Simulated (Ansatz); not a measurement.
Geometry optimisation, DFT r2SCAN-D3(BJ), scalar-relativistic, plane waves, PAW in Ansatz.

The input (input.yaml):

```yaml
crystal:
  lattice:
    - [10.309019, 0.0, 0.0]
    - [0.0, 10.309019, 0.0]
    - [0.0, 0.0, 10.309019]
  atoms:
    - { symbol: O, position: [0.3967677, 0.104114, 0.7677261] }
    - { symbol: C, position: [0.4030753, 0.1405796, 0.8759134] }
    - { symbol: S, position: [0.4114512, 0.1890034, 1.0195785] }
    - { symbol: O, position: [0.9663683, -0.0631433, 1.0500507] }
    - { symbol: C, position: [0.9766833, 0.0131989, 0.9655551] }
    - { symbol: S, position: [0.9903809, 0.1145759, 0.853351] }
    - { symbol: O, position: [0.9812321, 0.5304765, 0.4102845] }
    - { symbol: C, position: [0.9518811, 0.4343226, 0.4647544] }
    - { symbol: S, position: [0.912905, 0.306637, 0.5370866] }
    - { symbol: O, position: [0.018405, 0.2338105, 0.1948899] }
    - { symbol: C, position: [0.1153705, 0.1823988, 0.2269611] }
    - { symbol: S, position: [0.2441338, 0.1141277, 0.2695494] }
    - { symbol: O, position: [0.6884075, 0.8789191, 0.4727886] }
    - { symbol: C, position: [0.6851921, 0.8265286, 0.5743707] }
    - { symbol: S, position: [0.6809222, 0.7569576, 0.7092646] }
    - { symbol: O, position: [0.5221672, 0.6599613, 0.1227136] }
    - { symbol: C, position: [0.5738392, 0.7608972, 0.1374096] }
    - { symbol: S, position: [0.642456, 0.8949329, 0.1569249] }
    - { symbol: O, position: [0.3006576, 0.4009964, 0.5417862] }
    - { symbol: C, position: [0.2218076, 0.4517472, 0.607216] }
    - { symbol: S, position: [0.1171004, 0.5191407, 0.6941022] }
    - { symbol: O, position: [0.6805085, 0.4207423, 0.7122022] }
    - { symbol: C, position: [0.5806675, 0.4372193, 0.7654405] }
    - { symbol: S, position: [0.4480858, 0.4590997, 0.8361372] }
    - { symbol: O, position: [0.2399706, 0.49012, 0.291033] }
    - { symbol: C, position: [0.2026204, 0.5902852, 0.2504632] }
    - { symbol: S, position: [0.1530219, 0.7232976, 0.1965893] }
    - { symbol: O, position: [0.727072, 0.1889195, -0.0488112] }
    - { symbol: C, position: [0.7267416, 0.234937, 0.0558612] }
    - { symbol: S, position: [0.7263028, 0.2960451, 0.1948587] }
    - { symbol: O, position: [0.253496, 0.8505721, 0.4185759] }
    - { symbol: C, position: [0.1515179, 0.820446, 0.4606105] }
    - { symbol: S, position: [0.0160981, 0.7804406, 0.5164294] }
    - { symbol: O, position: [0.0342376, 0.8311818, 0.8127459] }
    - { symbol: C, position: [0.1414937, 0.8255414, 0.7735242] }
    - { symbol: S, position: [0.2839223, 0.8180514, 0.7214406] }
basis:
  ecutwfc: 500.0
kpoints:
  mp_grid: { grid: [1, 1, 1] }
hamiltonian:
  xc: r2scan
  dispersion: d3bj
scf:
  occupations: { method: fermi_dirac, width: 0.02 }
  lower_state_search: "off"
relax:
  f_tol: 0.3
  max_steps: 15
  adjacent_minimum: "off"
```

Command:

```bash
$ ansatz run input.yaml --threads 4 --pin off --max-ram 10240MiB --backend cpu --events-out ev --progress --plain --runs-dir out
```

Where does it end, and by what steps?

The forces met the threshold. The threshold is loose, so the end isn't yet a minimum. The force dipped under the threshold on the way, but the program's further checks kept it going. Limits of this set-up: coarse k mesh. After 6 steps the energy has fallen by 1.877 eV; S9 moved furthest, 0.82 Å.

```json
{"step": "0", "energy less start (eV)": "0.0000", "largest force component (eV/Å)": "1.880", "accepted": "yes"}
{"step": "1", "energy less start (eV)": "-0.8527", "largest force component (eV/Å)": "0.708", "accepted": "yes"}
{"step": "2", "energy less start (eV)": "-1.3035", "largest force component (eV/Å)": "0.544", "accepted": "yes"}
{"step": "3", "energy less start (eV)": "-1.5978", "largest force component (eV/Å)": "0.531", "accepted": "yes"}
{"step": "4", "energy less start (eV)": "-1.7829", "largest force component (eV/Å)": "0.492", "accepted": "yes"}
{"step": "5", "energy less start (eV)": "-1.8772", "largest force component (eV/Å)": "0.120", "accepted": "yes"}
{"step": "6", "energy less start (eV)": "-1.8772", "largest force component (eV/Å)": "0.120", "accepted": "yes"}
```

```xyz
36
Lattice="10.3090 0.0000 0.0000 0.0000 10.3090 0.0000 0.0000 0.0000 10.3090" Properties=species:S:1:pos:R:3
O 4.364 1.438 7.637
C 4.121 1.482 8.770
S 3.790 1.540 10.291
O 9.919 -0.024 10.740
C 10.190 0.528 9.757
S 10.558 1.277 8.441
O 9.800 4.934 4.097
C 9.579 3.883 4.530
S 9.282 2.468 5.108
O 0.552 2.674 1.773
C 1.327 2.104 2.420
S 2.368 1.335 3.283
O 6.979 9.275 5.082
C 7.019 8.856 6.161
S 7.085 8.294 7.614
O 4.988 6.898 1.520
C 5.659 7.839 1.422
S 6.568 9.098 1.294
O 3.215 4.117 5.730
C 2.392 4.438 6.477
S 1.280 4.868 7.485
O 7.068 4.409 7.125
C 6.219 4.669 7.869
S 5.083 5.030 8.877
O 2.486 5.084 2.800
C 1.977 5.948 2.218
S 1.283 7.107 1.441
O 7.359 2.189 -0.481
C 7.154 2.563 0.599
S 6.875 3.056 2.049
O 2.947 8.518 4.523
C 1.817 8.516 4.784
S 0.300 8.506 5.132
O 0.545 7.992 8.697
C 1.664 8.173 8.452
S 3.167 8.407 8.127
```

Whether the end is a true minimum wasn't checked by a vibrational analysis.

Time of the run: 2.2 min on 4 threads of Intel(R) Xeon(R) Platinum 8488C (Sapphire Rapids), on a shared host, peak memory 2.9 GiB.
